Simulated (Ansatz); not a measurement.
# C2H5ClGe: one species, many methods

The task here is to estimate one member of a computed series from the others.

The runs use Ansatz 0.2.0, Gaussian basis; functionals in def2-TZVPP, the program's frozen cores in correlated methods.

The runs, in order: LDA (SPW92), PBE-D4, revPBE-D4, BLYP-D4, r2SCAN-D4, B97M-V, PBE0-D4, B3LYP-D4, r2SCANh-D4, r2SCAN0-D4, HSE06-D4, BHLYP-D4, CAM-B3LYP-D4, LC-ωPBE, ωB97X-V, ωB97M-V, B2PLYP, PBE-QIDH; CCSD(T)/def2-SVP; CCSD(T)/def2-TZVPP; MP2/def2-QZVPP; extrapolation to the limit; RPA on PBE.

## The geometry

All runs share one geometry, relaxed beforehand with PBE0-D4 in a triple-zeta def2 set.

SMILES `C=[CH][GeH2][Cl]`, 9 atoms, charge 0, spin multiplicity 1.

Atoms are counted from 1 here; the program's logs count them from 0.

Bond lengths: C1–C2 1.326 Å, C1–H5 1.086 Å, C1–H6 1.086 Å, C2–Ge3 1.932 Å, C2–H7 1.088 Å, Ge3–Cl4 2.160 Å, Ge3–H8 1.536 Å, Ge3–H9 1.536 Å. Angles: C2–C1–H5 121.6°, C2–C1–H6 121.7°, H5–C1–H6 116.7°, C1–C2–Ge3 123.5°, C1–C2–H7 119.6°, Ge3–C2–H7 116.9°, C2–Ge3–Cl4 107.6°, C2–Ge3–H8 112.5°, C2–Ge3–H9 112.6°, Cl4–Ge3–H8 106.6°, Cl4–Ge3–H9 106.6°, H8–Ge3–H9 110.5°.

Set-up of the first run:

in.yaml reads:

```yaml
crystal:
  periodic: [false, false, false]
  atoms:
    - {symbol: C, position_ang: [-0.039147, 1.284982, -0.892255]}
    - {symbol: C, position_ang: [0.691032, 0.417670, -0.204823]}
    - {symbol: Ge, position_ang: [-0.055814, -1.094411, 0.736842]}
    - {symbol: Cl, position_ang: [-2.194189, -1.061067, 0.434439]}
    - {symbol: H, position_ang: [0.414113, 2.125022, -1.410448]}
    - {symbol: H, position_ang: [-1.118401, 1.191370, -0.965495]}
    - {symbol: H, position_ang: [1.770795, 0.544198, -0.154211]}
    - {symbol: H, position_ang: [0.445335, -2.437527, 0.185473]}
    - {symbol: H, position_ang: [0.174777, -1.016437, 2.253377]}
basis:
  gaussian: {orbitals: def2-TZVPP}
hamiltonian: {xc: lda}
output: {orbitals: {seedname: orbitals}}
```

Run with:

```console
$ ansatz run in.yaml --threads 4 --pin off --events-out ev --progress --plain --max-ram 10444MiB
```

Steps of the session up to this table: LDA; PBE-D4 (GGA); revPBE-D4 (GGA); BLYP-D4 (GGA); r2SCAN-D4 (meta-GGA); B97M-V (meta-GGA); PBE0-D4 (hybrid); B3LYP-D4 (hybrid); r2SCANh-D4 (hybrid); r2SCAN0-D4 (hybrid); HSE06-D4 (hybrid); BHLYP-D4 (hybrid); CAM-B3LYP-D4 (range-separated); LC-ωPBE (range-separated); ωB97X-V (range-separated); ωB97M-V (range-separated); B2PLYP (double hybrid); PBE-QIDH (double hybrid).

One table of the session follows, with a row left open; its other results are not shown here.

It belongs to the step «Orbital energies across the functionals». 

```
  functional  HOMO (eV)  gap (eV)
 LDA (SPW92)      -7.21      5.39
      PBE-D4      -7.07      5.47
   revPBE-D4      -7.02      5.51
     BLYP-D4      -6.91      5.46
   r2SCAN-D4      -7.32      5.92
      B97M-V      -7.33      5.97
     PBE0-D4      -8.23      7.64
    B3LYP-D4      -7.99      7.18
  r2SCANh-D4      -7.75      6.72
  r2SCAN0-D4      -8.39      7.91
    HSE06-D4          ?         ?
    BHLYP-D4      -9.20      9.71
CAM-B3LYP-D4      -9.55     10.13
     LC-ωPBE     -10.98     12.72
     ωB97X-V     -10.58     12.23
     ωB97M-V     -10.46     11.99
```

Q: Estimate the row for HSE06-D4 from the others.

**Answer.** HOMO (eV): -7.83; gap (eV): 6.85. In the column «HOMO (eV)» it lies between B3LYP-D4 (-7.99) and r2SCANh-D4 (-7.75).
